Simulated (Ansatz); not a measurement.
# Au (Gold): the cost of one run

Program: Ansatz 0.2.0. Level of theory: DFT LDA, frozen-core PAW, scalar-relativistic unless said. These are calculated values, not measurements.

The COD entry's cell or inner coordinates are ideal or old and differ from later refinements, so a difference from it is no clean test against experiment.

### Step 1. The starting structure

It takes space group Fm-3m (No. 225, cubic). Conventional cell: a = 4.070 Å, b = 4.070 Å, c = 4.070 Å, α = 90.00°, β = 90.00°, γ = 90.00°. Around Au (site symmetry m-3m) lie 12 Au at 2.88 Å.

Structure file:

```cif
data_structure
_symmetry_space_group_name_H-M 'P 1'
_symmetry_Int_Tables_number 1
_cell_length_a 2.8779
_cell_length_b 2.8779
_cell_length_c 2.8779
_cell_angle_alpha 60.000
_cell_angle_beta 60.000
_cell_angle_gamma 60.000
_cell_volume 16.85
loop_
_atom_site_label
_atom_site_type_symbol
_atom_site_fract_x
_atom_site_fract_y
_atom_site_fract_z
_atom_site_occupancy
Au1 Au 0.00000 0.00000 0.00000 1
```

Cartesian axes are those of the input's lattice vectors. The structure goes back to a database entry.

### Step 2. Cell and atoms relaxed, PAW

Contents of input.yaml:

```yaml
crystal:
  lattice:
    - [0.0, 2.035, 2.035]
    - [2.035, 0.0, 2.035]
    - [2.035, 2.035, 0.0]
  atoms:
    - { symbol: Au, position: [0.0, 0.0, 0.0] }
kpoints:
  mp_grid: { grid: [24, 24, 24] }
scf:
  occupations: { method: fermi_dirac, width: 0.1 }
hamiltonian:
  xc: lda
  pseudopotentials: { kind: paw }
relax:
  f_tol: 0.002
  max_steps: 80
  cell: {}
output:
  forces: true
  stress: true
  write_density: true
  write_potential: true
  elf: true
  volumetric_format: npy
```

Command:

```sh
> ansatz run input.yaml --threads 1 --pin off --max-ram 3072MiB --backend cpu --events-out ev --progress --plain --runs-dir out
```

Q: Estimate wall time and peak memory on 1 thread of Intel Xeon 6975P-C (Granite Rapids), shared host.

About 12 s, with a peak of 0.45 GiB.
